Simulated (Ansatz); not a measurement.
# C₂H₆F₂Sn: a ladder of functionals and wavefunction methods

An exercise on one series of results from a longer session: the logs are not shown, and one member is left open.

The runs use Ansatz 0.2.0, Gaussian basis; functionals in def2-TZVPP, the program's frozen cores in correlated methods.

Plan: PBE-D4, r2SCAN-D4, PBE0-D4, B3LYP-D4, ωB97X-V, ωB97M-V, B2PLYP; CCSD(T)/def2-TZVPP; MP2/def2-QZVPP; extrapolation to the limit.

## The relaxed structure

An earlier PBE0-D4 in a triple-zeta def2 set relaxation fixed the geometry. Sn takes the def2 core potential; no spin-orbit term is included.

SMILES `C[CH](F)[SnH2][F]`, 11 atoms, charge 0, spin multiplicity 1.

Atoms are counted from 1 here; the program's logs count them from 0.

Bond lengths: C1–C2 1.505 Å, C1–H6 1.094 Å, C1–H7 1.091 Å, C1–H8 1.093 Å, C2–F3 1.393 Å, C2–Sn4 2.173 Å, C2–H9 1.095 Å, Sn4–F5 1.932 Å, Sn4–H10 1.702 Å, Sn4–H11 1.708 Å. Angles: C2–C1–H6 110.0°, C2–C1–H7 111.6°, C2–C1–H8 110.0°, H6–C1–H7 109.0°, H6–C1–H8 108.3°, H7–C1–H8 107.8°, C1–C2–F3 109.8°, C1–C2–Sn4 112.4°, C1–C2–H9 110.9°, F3–C2–Sn4 107.8°, F3–C2–H9 106.7°, Sn4–C2–H9 109.0°, C2–Sn4–F5 103.0°, C2–Sn4–H10 114.3°, C2–Sn4–H11 114.6°, F5–Sn4–H10 105.0°, F5–Sn4–H11 104.0°, H10–Sn4–H11 114.1°.

Set-up of the first run:

in.yaml

```yaml
crystal:
  periodic: [false, false, false]
  atoms:
    - {symbol: C, position_ang: [-0.714430, 1.035732, -0.761225]}
    - {symbol: C, position_ang: [0.169693, -0.181999, -0.804240]}
    - {symbol: F, position_ang: [1.400494, 0.147430, -1.367589]}
    - {symbol: Sn, position_ang: [0.542118, -1.004551, 1.172682]}
    - {symbol: F, position_ang: [0.191455, 0.494967, 2.339860]}
    - {symbol: H, position_ang: [-0.821842, 1.455511, -1.765290]}
    - {symbol: H, position_ang: [-0.311990, 1.801971, -0.097397]}
    - {symbol: H, position_ang: [-1.707930, 0.763974, -0.394709]}
    - {symbol: H, position_ang: [-0.267871, -0.960851, -1.437075]}
    - {symbol: H, position_ang: [2.166709, -1.419350, 1.463076]}
    - {symbol: H, position_ang: [-0.581006, -2.189735, 1.672408]}
basis:
  gaussian: {orbitals: def2-TZVPP}
hamiltonian: {xc: pbe, dispersion: d4}
output: {forces: true, orbitals: {seedname: orbitals}}
```

Run with:

```sh
$ ansatz run in.yaml --threads 4 --pin off --events-out ev --progress --plain --max-ram 10444MiB
```

Steps of the session up to this table: PBE-D4 (GGA); r2SCAN-D4 (meta-GGA); PBE0-D4 (hybrid); B3LYP-D4 (hybrid); ωB97X-V (range-separated); ωB97M-V (range-separated); B2PLYP (double hybrid); CCSD(T) in def2-TZVPP; MP2 in def2-QZVPP.

One table of the session follows, with a row left open; its other results are not shown here.

| method | atoms, summed (eV) | atomisation energy (kJ/mol) |
| --- | --- | --- |
| PBE-D4 | -13392.825 | 3829.3 |
| r2SCAN-D4 | -13400.283 | 3766.0 |
| PBE0-D4 | -13394.206 | 3748.9 |
| B3LYP-D4 | -13404.319 | 3748.1 |
| ωB97X-V | -13398.586 | 3781.2 |
| ωB97M-V | -13397.643 | 3763.3 |
| B2PLYP | -13391.497 | 3710.8 |
| HF/def2-TZVPP | -13348.473 | 2705.4 |
| MP2/def2-TZVPP | -13370.036 | 3718.7 |
| CCSD/def2-TZVPP | -13371.719 | 3620.9 |
| CCSD(T)/def2-TZVPP | -13372.179 | 3677.6 |
| MP2/CBS | -13382.923 | 3821.7 |
| CCSD(T)/CBS | ? | ? |

**Question.** Estimate the row for CCSD(T)/CBS.

**Answer.** atoms, summed (eV): -13385.066; atomisation energy (kJ/mol): 3780.7. In the column «atoms, summed (eV)» it lies between B2PLYP (-13391.497) and MP2/CBS (-13382.923).
